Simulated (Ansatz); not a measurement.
# Ga3PtSe2: the cost of one run

Program: Ansatz 0.2.0. Level of theory: DFT PBE, scalar-relativistic, plane waves, PAW. These are calculated values, not measurements.

1 further run of the same task is left out (it didn't finish).

### Step 1. The structure to begin with

It takes space group P-3m1 (No. 164, trigonal). Conventional cell: a = 3.663 Å, b = 3.663 Å, c = 9.038 Å, α = 90.00°, β = 90.00°, γ = 120.00°. Ga (site symmetry 3m) is surrounded by 3 Se at 2.53 Å and 3 Pt at 2.74 Å. Ga (site symmetry -3m) has 6 Se at 2.53 Å as nearest neighbours. Pt (site symmetry -3m) is surrounded by 6 Ga at 2.74 Å. Around Se (site symmetry 3m) lie 6 Ga at 2.53 Å.

Coordinates:

```xyz
6
Lattice="3.6635 0.0000 0.0000 -1.8317 3.1727 0.0000 0.0000 0.0000 9.0384" Properties=species:S:1:pos:R:3 pbc="T T T"
Ga    0.0000    2.1151    7.3044
Ga    1.8317    1.0576    1.7339
Ga    0.0000    0.0000    4.5192
Pt    0.0000    0.0000    0.0000
Se    0.0000    2.1151    3.1266
Se    1.8317    1.0576    5.9118
```

The cell is invented: close-packed metal layers stacked ABC|A, with sites between them filled layer by layer (P-3m1, No. 164). Lengths come from tabulated atomic sizes and are only a guess.

### Step 2. A first look at the guess

Contents of input.yaml:

```yaml
crystal:
  lattice:
    - [3.66349926, 0.0, 0.0]
    - [-1.83174963, 3.17268343, 0.0]
    - [0.0, 0.0, 9.03839217]
  atoms:
    - { symbol: Ga, position: [0.33333333, 0.66666667, 0.80815805] }
    - { symbol: Ga, position: [0.66666667, 0.33333333, 0.19184195] }
    - { symbol: Ga, position: [0.0, 0.0, 0.5] }
    - { symbol: Pt, position: [0.0, 0.0, 0.0] }
    - { symbol: Se, position: [0.33333333, 0.66666667, 0.34592097] }
    - { symbol: Se, position: [0.66666667, 0.33333333, 0.65407903] }
basis:
  ecutwfc: 420
kpoints:
  mp_grid: { grid: [6, 6, 2] }
hamiltonian:
  xc: pbe
scf:
  occupations: { method: gaussian, width: 0.1 }
  lower_state_search: "off"
output:
  forces: true
  stress: true
  eigenvalues: true
```

Launch:

```sh
> ansatz run input.yaml --threads 1 --pin off --max-ram 2560MiB --backend cpu --events-out ev --progress --plain --runs-dir out
```

**Question.** How long does this run take on 1 thread of Arm Neoverse V2, shared host, and how much memory does it need?

About 3.6 s, with a peak of 0.41 GiB.
